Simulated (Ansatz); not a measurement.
# Sn: the cost of one run

Program: Ansatz 0.2.0. Level of theory: DFT LDA, scalar-relativistic. These are calculated values, not measurements.

### Step 1. The starting structure

The structure is cubic, space group Fd-3m (No. 227). The conventional cell has a = 6.491 Å, b = 6.491 Å, c = 6.491 Å, α = 90.00°, β = 90.00°, γ = 90.00°. Sn (site symmetry -43m) is surrounded by 4 Sn at 2.81 Å.

As a file:

```cif
data_structure
_symmetry_space_group_name_H-M 'P 1'
_symmetry_Int_Tables_number 1
_cell_length_a 4.5900
_cell_length_b 4.5900
_cell_length_c 4.5900
_cell_angle_alpha 60.000
_cell_angle_beta 60.000
_cell_angle_gamma 60.000
_cell_volume 68.38
loop_
_atom_site_label
_atom_site_type_symbol
_atom_site_fract_x
_atom_site_fract_y
_atom_site_fract_z
_atom_site_occupancy
Sn1 Sn 0.50000 0.50000 0.50000 1
Sn2 Sn 0.75000 0.75000 0.75000 1
```

Atoms are numbered in the order of the input: Sn1, Sn2.

### Step 2. The deformed structure

Space group Fd-3m before, I4_1/amd after.

### Step 3. Full-potential LAPW

Contents of input.yaml:

```yaml
crystal:
  lattice:
    - [0.0, 3.2456, 3.310512]
    - [3.2456, 0.0, 3.310512]
    - [3.2456, 3.2456, 0.0]
  atoms:
    - { symbol: Sn, position: [0.5, 0.5, 0.5] }
    - { symbol: Sn, position: [0.75, 0.75, 0.75] }
kpoints:
  mp_grid: { grid: [9, 9, 9] }
  band_path:
    path:
      - [0.0, 0.0, 0.0]
      - [0.0, 0.5, 0.5]
      - [0.25, 0.75, 0.5]
      - [0.0, 0.5, 0.0]
      - [0.0, 0.0, 0.0]
      - [0.5, 0.5, 0.0]
      - [0.3701460977, 0.6298539023, 0.0]
      - [-0.3701460977, 0.3701460977, 0.0]
      - [0.0, 0.0, 0.0]
    npoints: 5
scf:
  occupations: { method: fermi_dirac, width: 0.03 }
hamiltonian:
  xc: lda
  pseudopotentials: { kind: all_electron, lapw: { basis_error: 0.00025 } }
output:
  forces: true
  stress: true
  eigenvalues: true
```

The run is started by

```
$ ansatz run input.yaml --threads 1 --pin off --max-ram 3072MiB --backend cpu --events-out ev --progress --plain --runs-dir out
```

What time and memory should one allow on 1 thread of Arm Neoverse V1, shared host?

About 45 s, with a peak of 0.5 GiB.
